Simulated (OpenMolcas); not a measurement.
# Hf³⁺ among point charges: CASSCF and CASPT2 levels and susceptibility

Aim: the splitting of the states of Hf³⁺ in the field of 8 point charges, its lowest levels with spin-orbit coupling and its magnetic susceptibility.

The numbers are computed with OpenMolcas 26.06 (state-averaged CASSCF and CASPT2, spin-orbit coupling by RASSI with atomic mean-field integrals), except any that are marked as measured or tabulated.

### Step 1. What is computed

- Species: Hf³⁺ (hafnium, Z = 72, 69 electrons)
- Basis: ANO-RCC-VDZP [7s6p4d2f1g], 68 functions
- Scalar Hamiltonian: DKH2, point nucleus
- Inactive shells: 1s 2s 2p 3s 3p 3d 4s 4p 4d 4f 5s 5p
- Active space: 1 electron in 5 orbitals (5d)
- Some configurations of this space: 5d
- Orbitals: optimised for each spin and parity, averaged over all roots

The outer shells:

5d
```
5d [↑ ][  ][  ][  ][  ]
```

The ion sits among 8 point charges of -0.96 e arranged as a cube (Oh), 1.84 Å from the ion.

The work runs as a chain of OpenMolcas steps in one folder; each step below is one input file. Labels, J, g values, rates, χT and fits are worked out afterwards by a script from the matrices that RASSI stores. The input lists half of the charges; inversion (Group=XYZ) makes the rest.

### Step 2. GATEWAY and SEWARD: basis and integrals

File a.inp:

```
&GATEWAY
Coord
1

Hf 0.0 0.0 0.0
Basis=ANO-RCC-VDZP
Group=XYZ
NoMove
AngMom=0.0 0.0 0.0
AMFI
XField
4 Angstrom 0
1.062324 1.062324 1.062324 -0.960000
1.062324 1.062324 -1.062324 -0.960000
1.062324 -1.062324 1.062324 -0.960000
1.062324 -1.062324 -1.062324 -0.960000
&SEWARD
```

The run is started by

```sh
> OMP_NUM_THREADS=1 MOLCAS_MEM=1689 MOLCAS_PROJECT=a pymolcas a.inp > a.log
```

### Step 3. CASSCF: doublets of even parity, 5 roots

File a.inp:

```
&RASSCF
FileOrb=start.orb
Symmetry=1
Spin=2
nActEl=1 0 0
Inactive=15 19
Ras2=5 0
CIRoot=5 5 1
SDav=5
CIMx=300
Iter=120 100
PrWF=0.3
OrbListing=Nothing
MaxOrb=0
>>> COPY $Project.JobIph JOB001
```

start.orb holds the contracted functions of the basis, ordered by shell, or the orbitals of the step before.

### Step 4. State interaction with spin-orbit coupling

File a.inp:

```
&RASSI
NrOfJobIphs=1 5
1 2 3 4 5
IphNames
JOB001
EJob
SpinOrbit
DIPRint=1.0
SOCoupling=1000.0
Subsets=2
Property=9
'ANGMOM' 1 'ANGMOM' 2 'ANGMOM' 3 'MLTPL  1' 1 'MLTPL  1' 2 'MLTPL  1' 3
'AMFI' 1 'AMFI' 2 'AMFI' 3
SOProperty=3
'ANGMOM' 1 'ANGMOM' 2 'ANGMOM' 3
```

### Step 5. CASPT2: IPEA 0.25, imaginary shift 0.1 (closed shells correlated: 4f 5s 5p)

File a.inp:

```
>>> COPY JOB001 $Project.JobIph
&CASPT2
Multistate=5 1 2 3 4 5
NoMult
Frozen=14 9
IPEA=0.25
Imaginary=0.1
MaxIter=60
WThr=0.0 0.3 0.05
PrWF=0.5
NoMix
```

(Steps that only read results are left out.)

Before running it: what results should come out? Wanted: spin-free ground state; first state of the same spin within the active space; lowest level; next level.

As calculated:

```
                                            quantity                                                                           value
                                              method  SS-CASPT2, IPEA 0.25, imaginary shift 0.1 (closed shells correlated: 4f 5s 5p)
                              spin-free ground state                                                  2E, 2-fold in its orbital part
first state of the same spin within the active space                                                               2T2 at 20100 cm⁻¹
                                        lowest level                                                                       4-fold Γ8
                                          next level                                                                    19522.3 cm⁻¹
                                         χT at 300 K                                                                  0.29 cm³ K/mol
                           effective moment at 300 K                                                                         1.51 μB
```

Cost by method:

| method | time of its own steps | time with the reference |
| --- | --- | --- |
| A. CASSCF | 2.1 s | 2.1 s |
| B. SS-CASPT2, IPEA 0.25, imaginary shift 0.1, +4f 5s 5p | 0.97 s | 3.1 s |

Times are of one thread on a shared host.

**Reading.** The spin-free ground state (2E) comes to 100 % from free-ion D terms and keeps the highest spin of the shell. χT at 300 K is 0.29, against 0.38 cm³ K/mol for the spin alone, so orbital moment lowers it. A ligand-field fit to the states below 45000 cm-1 gives 10Dq = -20073 cm-1, the gap between the two states. CASPT2 does not keep the components of a term degenerate, and the means are used. An orbital doublet at a regular site is open to a Jahn-Teller distortion, which this geometry leaves out. The field of point charges can differ much from that of real complexes. Point charges carry no covalency, so the field is a model and not that of real ligands.
